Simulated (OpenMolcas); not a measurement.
# Sm²⁺ among point charges: CASSCF levels and susceptibility

Aim: the splitting of the states of Sm²⁺ in the field of 6 point charges, its lowest levels with spin-orbit coupling and its magnetic susceptibility.

Method: state-averaged CASSCF, spin-orbit coupling by RASSI with atomic mean-field integrals. Code: OpenMolcas 26.06.

## 1. The system

- Species: Sm²⁺ (samarium, Z = 62, 60 electrons)
- Basis: ANO-RCC-VDZP [7s6p4d2f1g], 68 functions
- Scalar Hamiltonian: DKH2, point nucleus
- Inactive shells: 1s 2s 2p 3s 3p 3d 4s 4p 4d 5s 5p
- Active space: 6 electrons in 7 orbitals (4f)
- Some configurations of this space: 4f⁶
- Orbitals: optimised for the highest spin of each parity, averaged over all roots

Outer shells as boxes (Hund's rule):

4f6
```
4f [↑ ][↑ ][↑ ][↑ ][↑ ][↑ ][  ]
```

The ion sits among 6 point charges of -2 e arranged as an octahedron (Oh), 3.17 Å from the ion.

The work runs as a chain of OpenMolcas steps in one folder; each step below is one input file. Labels, J, g values, rates, χT and fits are worked out afterwards by a script from the matrices that RASSI stores. The input lists half of the charges; inversion (Group=XYZ) makes the rest.

## 2. One- and two-electron integrals

The input, a.inp:

```
&GATEWAY
Coord
1

Sm 0.0 0.0 0.0
Basis=ANO-RCC-VDZP
Group=XYZ
NoMove
AngMom=0.0 0.0 0.0
AMFI
XField
3 Angstrom 0
3.170000 0.000000 0.000000 -2.000000
0.000000 3.170000 0.000000 -2.000000
0.000000 0.000000 3.170000 -2.000000
&SEWARD
```

## 3. CASSCF: septets of even parity, 7 roots

The input, a.inp:

```
&RASSCF
FileOrb=start.orb
Symmetry=1
Spin=7
nActEl=6 0 0
Inactive=15 12
Ras2=0 7
CIRoot=7 7 1
SDav=7
CIMx=300
Iter=120 100
PrWF=0.3
OrbListing=Nothing
MaxOrb=0
>>> COPY $Project.JobIph JOB001
```

start.orb holds the contracted functions of the basis, ordered by shell, or the orbitals of the step before.

## 4. Reference wave functions, quintets of even parity, 140 roots

The input, a.inp:

```
&RASSCF
FileOrb=start.orb
Symmetry=1
Spin=5
nActEl=6 0 0
Inactive=15 12
Ras2=0 7
CIRoot=140 140 1
SDav=140
CIMx=300
Iter=120 100
PrWF=0.3
OrbListing=Nothing
MaxOrb=0
CIOnly
>>> COPY $Project.JobIph JOB002
```

## 5. CASSCF: triplets of even parity, 162 roots

The input, a.inp:

```
&RASSCF
FileOrb=start.orb
Symmetry=1
Spin=3
nActEl=6 0 0
Inactive=15 12
Ras2=0 7
CIRoot=162 162 1
SDav=588
CIMx=300
Iter=120 100
PrWF=0.3
OrbListing=Nothing
MaxOrb=0
CIOnly
>>> COPY $Project.JobIph JOB003
```

## 6. Reference wave functions, singlets of even parity, 162 roots

The input, a.inp:

```
&RASSCF
FileOrb=start.orb
Symmetry=1
Spin=1
nActEl=6 0 0
Inactive=15 12
Ras2=0 7
CIRoot=162 162 1
SDav=490
CIMx=300
Iter=120 100
PrWF=0.3
OrbListing=Nothing
MaxOrb=0
CIOnly
>>> COPY $Project.JobIph JOB004
```

## 7. RASSI: spin-orbit coupling between the states

The input, a.inp:

```
&RASSI
NrOfJobIphs=3 7 86 72
1 2 3 4 5 6 7
1 2 3 4 5 6 7 8 9 10 11 12 13 14 15 16 17 18 19 20 21 22 23 24 25 26 27
28 29 30 31 32 33 34 35 36 37 38 39 40 41 42 43 44 45 46 47 48 49 50 51
52 53 54 55 56 57 58 59 60 61 62 63 64 65 66 67 68 69 70 71 72 73 74 75
76 77 78 79 80 81 82 83 84 85 86
1 2 3 4 5 6 7 8 9 10 11 12 13 14 15 16 17 18 19 20 21 22 23 24 25 26 27
28 29 30 31 32 33 34 35 36 37 38 39 40 41 42 43 44 45 46 47 48 49 50 51
52 53 54 55 56 57 58 59 60 61 62 63 64 65 66 67 68 69 70 71 72
IphNames
JOB001
JOB002
JOB003
EJob
SpinOrbit
DIPRint=1.0
SOCoupling=1000.0
Subsets=2
Property=9
'ANGMOM' 1 'ANGMOM' 2 'ANGMOM' 3 'MLTPL  1' 1 'MLTPL  1' 2 'MLTPL  1' 3
'AMFI' 1 'AMFI' 2 'AMFI' 3
SOProperty=3
'ANGMOM' 1 'ANGMOM' 2 'ANGMOM' 3
```

**Question.** What will these runs give? Wanted: spin-free ground state; first state of the same spin within the active space; lowest level; next level.

As calculated:

| quantity | value |
| --- | --- |
| method | CASSCF |
| spin-free ground state | 7T1, 3-fold in its orbital part |
| first state of the same spin within the active space | 7T2 at 137 cm⁻¹ |
| lowest level | 1-fold A1 |
| next level | 277.9 cm⁻¹ |
| χT at 300 K | 1.52 cm³ K/mol |
| effective moment at 300 K | 3.48 μB |

**Reading.** The spin-free ground state (7T1) comes to 100 % from free-ion F terms and keeps the highest spin of the shell. The quintets, triplets, singlets rest on orbitals optimised for another spin in at least one step, which raises them against the optimised states. Not all states of the active space went into the spin-orbit step. High states of lower spin are left out of the spin-orbit mixing, and CASSCF puts spin-flip levels too high. This is an electrostatic model: the charges have no orbitals.
